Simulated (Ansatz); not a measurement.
# Ga2AsSe4: the cost of one run

Program: Ansatz 0.2.0. Level of theory: DFT PBE, scalar-relativistic, plane waves, PAW, unless a step names another level. These are calculated values, not measurements.

10 further runs of the same task are left out: 1 that didn't finish, 9 set aside as unsound or not needed.

**1. Plan**

Pauling electronegativities: Ga 1.81, As 2.18, Se 2.55 (spread 0.74). No set of common oxidation states balances it. Tabulated atomic sizes suggest about 24 Å³/atom. 18 candidates were drawn, by swapping species into database cells of other compounds, at random by space group and Wyckoff sites, or by hand, as the table says:

| name | made from | space group no. | Wyckoff sites | atoms (primitive cell) | V (Å³/atom) |
| --- | --- | --- | --- | --- | --- |
| c01 | database cell of Ag2HgI4 | 111 | Ga 2f; As 1a; Se 4n | 7 | 26.7 |
| c02 | random | 191 | Ga 2c; As 1b; Se 3g, 1a | 7 | 25.2 |
| c03 | random | 191 | Ga 2e; As 1b; Se 3f, 1a | 7 | 29.3 |
| c04 | built by hand: GaSe / GaAsSe3 layered intergrowth | 164 | Ga 2d, 2c; As 2c; Se 2c, 2d, 2d, 2d | 14 | 23.6 |
| c05 | built by hand: GeBi2Te4 septuple layer | 166 | Ga 6c; As 3a; Se 6c, 6c | 7 | 23.7 |
| c06 | random | 139 | Ga 4d; As 2b; Se 4e, 4c | 7 | 25.5 |
| c07 | database cell of ErTi2Ga4 | 139 | Ga 4d; As 2a; Se 8h | 7 | 24.0 |
| c08 | random | 216 | Ga 4c, 4a; As 4d; Se 16e | 7 | 29.5 |
| c09 | random | 189 | Ga 2c; As 1a; Se 3f, 1b | 7 | 27.2 |
| c10 | built by hand: Cr3S4 ordered defect NiAs | 12 | Ga 4i; As 2a; Se 4i, 4i | 7 | 23.6 |
| c11 | database cell of Cu2WS4 | 111 | Ga 2e; As 1a; Se 4n | 7 | 29.1 |
| c12 | random | 183 | Ga 2b; As 1a; Se 3c, 1a | 7 | 28.5 |
| c13 | built by hand: CdGa2Se4 defect chalcopyrite | 82 | Ga 2d, 2b; As 2a; Se 8g | 7 | 23.7 |
| c14 | database cell of Ce2ZnBi4 | 115 | Ga 2g; As 1b; Se 2g, 1c, 1d | 7 | 26.2 |
| c15 | random | 216 | Ga 4c, 4d; As 4a; Se 16e | 7 | 25.5 |
| c16 | random | 166 | Ga 6c; As 3b; Se 9e, 3a | 7 | 25.7 |
| c17 | database cell of BaNi2P4 | 71 | Ga 4f; As 2a; Se 4h, 4j | 7 | 22.3 |
| c18 | built by hand: MgAl2O4 normal spinel | 227 | Ga 16d; As 8a; Se 32e | 14 | 23.8 |

**2. Screening run of c02**

File input.yaml:

```yaml
crystal:
  lattice:
    - [4.60484561, 0.0, 0.0]
    - [-2.30242281, 3.98791328, 0.0]
    - [0.0, 0.0, 9.61031406]
  atoms:
    - { symbol: Ga, position: [0.33333333, 0.66666667, 0.0] }
    - { symbol: Ga, position: [0.66666667, 0.33333333, 0.0] }
    - { symbol: As, position: [0.0, 0.0, 0.5] }
    - { symbol: Se, position: [0.5, 0.0, 0.5] }
    - { symbol: Se, position: [0.0, 0.5, 0.5] }
    - { symbol: Se, position: [0.5, 0.5, 0.5] }
    - { symbol: Se, position: [0.0, 0.0, 0.0] }
basis:
  ecutwfc: 420
kpoints:
  mp_grid: { grid: [4, 4, 2] }
hamiltonian:
  xc: pbe
scf:
  occupations: { method: gaussian, width: 0.2 }
  lower_state_search: "off"
output:
  forces: true
  stress: true
  eigenvalues: true
relax:
  adjacent_minimum: "off"
  f_tol: 0.08
  max_steps: 16
  cell: { stress_tol: 0.8 }
```

Started as:

```console
> ansatz run input.yaml --threads 1 --pin off --max-ram 2560MiB --backend cpu --events-out ev --progress --plain --runs-dir out
```

What time and memory should one allow on 1 thread of Intel Xeon Platinum 8375C at 2.90GHz (Ice Lake), shared host?

About 2 min, with a peak of 0.56 GiB.
